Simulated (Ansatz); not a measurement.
# BCl3H4OSi: up Jacob's ladder to CCSD(T)

The task here is to estimate one member of a computed series from the others.

Method: functionals in def2-TZVPP, the program's frozen cores in correlated methods; program: Ansatz 0.2.0, Gaussian basis.

Levels to be run: LDA (SPW92), PBE-D4, revPBE-D4, BLYP-D4, r2SCAN-D4, B97M-V, PBE0-D4, B3LYP-D4, r2SCANh-D4, r2SCAN0-D4, HSE06-D4, BHLYP-D4, CAM-B3LYP-D4, LC-ωPBE, ωB97X-V, ωB97M-V, B2PLYP, PBE-QIDH; CCSD(T)/def2-SVP; CCSD(T)/def2-TZVPP; MP2/def2-QZVPP; extrapolation to the limit; RPA on PBE.

## Structure used throughout

The geometry comes from an earlier relaxation with PBE0-D4 in a triple-zeta def2 set; it is a stationary point, not always the lowest conformer.

SMILES `[SiH3][OH+][B-](Cl)(Cl)Cl`, 10 atoms, charge 0, spin multiplicity 1.

Atoms are counted from 1 here; the program's logs count them from 0.

Bond lengths: Si1–O2 1.732 Å, Si1–H7 1.483 Å, Si1–H8 1.471 Å, Si1–H9 1.470 Å, O2–B3 1.590 Å, O2–H10 0.966 Å, B3–Cl4 1.818 Å, B3–Cl5 1.807 Å, B3–Cl6 1.827 Å. Angles: O2–Si1–H7 100.2°, O2–Si1–H8 109.4°, O2–Si1–H9 108.4°, H7–Si1–H8 111.5°, H7–Si1–H9 111.2°, H8–Si1–H9 115.0°, Si1–O2–B3 123.5°, Si1–O2–H10 118.2°, B3–O2–H10 111.7°, O2–B3–Cl4 105.9°, O2–B3–Cl5 105.6°, O2–B3–Cl6 102.0°, Cl4–B3–Cl5 113.6°, Cl4–B3–Cl6 113.4°, Cl5–B3–Cl6 114.8°.

The first run:

Contents of in.yaml:

```yaml
crystal:
  periodic: [false, false, false]
  atoms:
    - {symbol: Si, position_ang: [0.248049, -1.028880, 1.058951]}
    - {symbol: O, position_ang: [0.615591, 0.047822, -0.247531]}
    - {symbol: B, position_ang: [-0.437254, 1.063744, -0.869804]}
    - {symbol: Cl, position_ang: [-1.288307, 0.152723, -2.193620]}
    - {symbol: Cl, position_ang: [0.533162, 2.467149, -1.464196]}
    - {symbol: Cl, position_ang: [-1.509046, 1.426060, 0.564728]}
    - {symbol: H, position_ang: [1.344468, -2.014566, 0.903708]}
    - {symbol: H, position_ang: [-1.067793, -1.645535, 0.829680]}
    - {symbol: H, position_ang: [0.375446, -0.286373, 2.321811]}
    - {symbol: H, position_ang: [1.268684, -0.233445, -0.900726]}
basis:
  gaussian: {orbitals: def2-TZVPP}
hamiltonian: {xc: lda}
output: {orbitals: {seedname: orbitals}}
```

Launch:

```bash
$ ansatz run in.yaml --threads 4 --pin off --events-out ev --progress --plain --max-ram 11315MiB
```

Among the steps run: LDA; PBE-D4 (GGA); revPBE-D4 (GGA); BLYP-D4 (GGA); r2SCAN-D4 (meta-GGA); B97M-V (meta-GGA); B3LYP-D4 (hybrid); r2SCANh-D4 (hybrid); r2SCAN0-D4 (hybrid); HSE06-D4 (hybrid); BHLYP-D4 (hybrid); CAM-B3LYP-D4 (range-separated); LC-ωPBE (range-separated); ωB97X-V (range-separated); ωB97M-V (range-separated); B2PLYP (double hybrid); PBE-QIDH (double hybrid).

One table of the session follows, with a row left open; its other results are not shown here.

It belongs to the step «Frontier levels by functional». 

```
  functional  HOMO (eV)  gap (eV)
 LDA (SPW92)      -6.91      4.70
      PBE-D4      -6.77      4.81
   revPBE-D4      -6.71      4.86
     BLYP-D4      -6.59      4.75
   r2SCAN-D4      -7.12      5.57
      B97M-V      -7.24      5.44
     PBE0-D4      -8.16      7.08
    B3LYP-D4      -7.87      6.55
  r2SCANh-D4      -7.63      6.37
  r2SCAN0-D4      -8.40      7.57
    HSE06-D4      -7.76      6.30
    BHLYP-D4      -9.40      9.18
CAM-B3LYP-D4          ?         ?
     LC-ωPBE     -10.97     12.07
     ωB97X-V     -10.58     11.52
     ωB97M-V     -10.41     11.04
```

**Question.** Estimate the row for CAM-B3LYP-D4.

The run gave: HOMO (eV): -9.52; gap (eV): 9.40. In the column «HOMO (eV)» it lies between ωB97M-V (-10.41) and BHLYP-D4 (-9.40).
